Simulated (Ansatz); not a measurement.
# NiCl4 at fixed geometry

The system is NiCl4, a borrowed structure type, volume estimated. Wanted, at the geometry given: gap or metal, charges, bonding, and the stress on the cell.

Method: DFT, PBE, no spin polarisation, plane waves, PAW, in Ansatz 0.2.0.

## 1. Geometry

The structure is orthorhombic, space group Cmmm (No. 65). The conventional cell has a = 7.937 Å, b = 8.334 Å, c = 3.563 Å, α = 90.00°, β = 90.00°, γ = 90.00°. Cl (site symmetry m2m) is surrounded by 2 Ni at 2.38 Å. Around Ni (site symmetry mmm) lie 6 Cl at 2.26 to 2.38 Å. Cl (site symmetry 2mm) has 1 Ni at 2.26 Å as nearest neighbours.

Coordinates:

```cif
data_structure
_symmetry_space_group_name_H-M 'P 1'
_symmetry_Int_Tables_number 1
_cell_length_a 5.7543
_cell_length_b 5.7543
_cell_length_c 3.5635
_cell_angle_alpha 90.000
_cell_angle_beta 90.000
_cell_angle_gamma 92.798
_cell_volume 117.86
loop_
_atom_site_label
_atom_site_type_symbol
_atom_site_fract_x
_atom_site_fract_y
_atom_site_fract_z
_atom_site_occupancy
Cl1 Cl 0.18940 0.81060 0.50000 1
Cl2 Cl 0.81060 0.18940 0.50000 1
Ni1 Ni 0.00000 0.00000 0.00000 1
Cl3 Cl 0.28520 0.28520 0.00000 1
Cl4 Cl 0.71480 0.71480 0.00000 1
```

It is a restart: the density comes from an earlier run on this cell.

## 2. The calculation

The input, input.yaml:

```yaml
crystal:
  lattice:
    - [3.968377, 4.167071, 0.0]
    - [3.968377, -4.167071, 0.0]
    - [0.0, 0.0, -3.563481]
  atoms:
    - { symbol: Cl, position: [0.1894, 0.8106, 0.5] }
    - { symbol: Cl, position: [0.8106, 0.1894, 0.5] }
    - { symbol: Ni, position: [0.0, 0.0, 0.0] }
    - { symbol: Cl, position: [0.2852, 0.2852, 0.0] }
    - { symbol: Cl, position: [0.7148, 0.7148, 0.0] }
  symmetry: { tolerance: 0.0003 }
kpoints:
  mp_grid: { grid: [6, 6, 9], shift: [0, 0, 0] }
  band_path:
    path:
      - [0.0, 0.0, 0.0]
      - [0.5, -0.5, 0.0]
      - [0.52327257, -0.47672743, 0.0]
      - [0.47672743, 0.47672743, 0.0]
      - [0.0, 0.0, 0.0]
      - [0.0, 0.0, -0.5]
      - [0.47672743, 0.47672743, -0.5]
      - [0.52327257, -0.47672743, -0.5]
      - [0.5, -0.5, -0.5]
      - [0.5, -0.5, 0.0]
      - [0.0, 0.0, 0.0]
    npoints: 6
magnetization:
  spin_polarized: false
scf:
  occupations: { method: fermi_dirac }
  lower_state_search: "off"
  max_iter: 200
hamiltonian:
  pseudopotentials: { kind: paw }
  xc: pbe
basis:
  ecutwfc: 420
  fft_grid_basis: typed
output:
  forces: true
  stress: true
  eigenvalues: true
  bader: true
  populations: true
  elf: true
  write_potential: true
  volumetric_format: npy
  dos:
    e_range: [-12, 8]
    de: 0.05
    projected: { site_lists: { Cl: [Cl], Ni: [Ni] } }
checkpoint:
  read: saved_state
```

What does the calculation give? Wanted: largest force; pressure; character; Bader charges.

**Answer**, as computed:

```
                                                 quantity                          value
                                            largest force               0.686 eV/Å on Cl
                                                 pressure                       -3.6 GPa
           formation energy (elements from separate runs)                  -0.26 eV/atom
                                                character                          metal
density of states, mean within 0.25 eV of the Fermi level            5.6 per eV per cell
                                            Bader charges  Cl -0.27 to -0.24, Ni +1.01 e
```

In words: The cell is metallic; within 0.25 eV of the Fermi level the density of states averages 5.6 per eV per cell, mostly Cl p (70 %) and Ni d (29 %). Ni loses most charge (+1.01 e on average) and Cl gains most (-0.25 e). Set against separate runs on the elements (Cl2 molecule, Ni fcc), it forms at -0.26 eV per atom, a bound cell by that test. At -3.6 GPa the cell is stretched and would shrink, and unequal principal stresses would change its shape.

Limits of this run: a 3d oxide or halide that comes out metallic without a U or exact exchange, which may be an insulator in nature; no spin polarisation, so a magnetic state may lie lower.
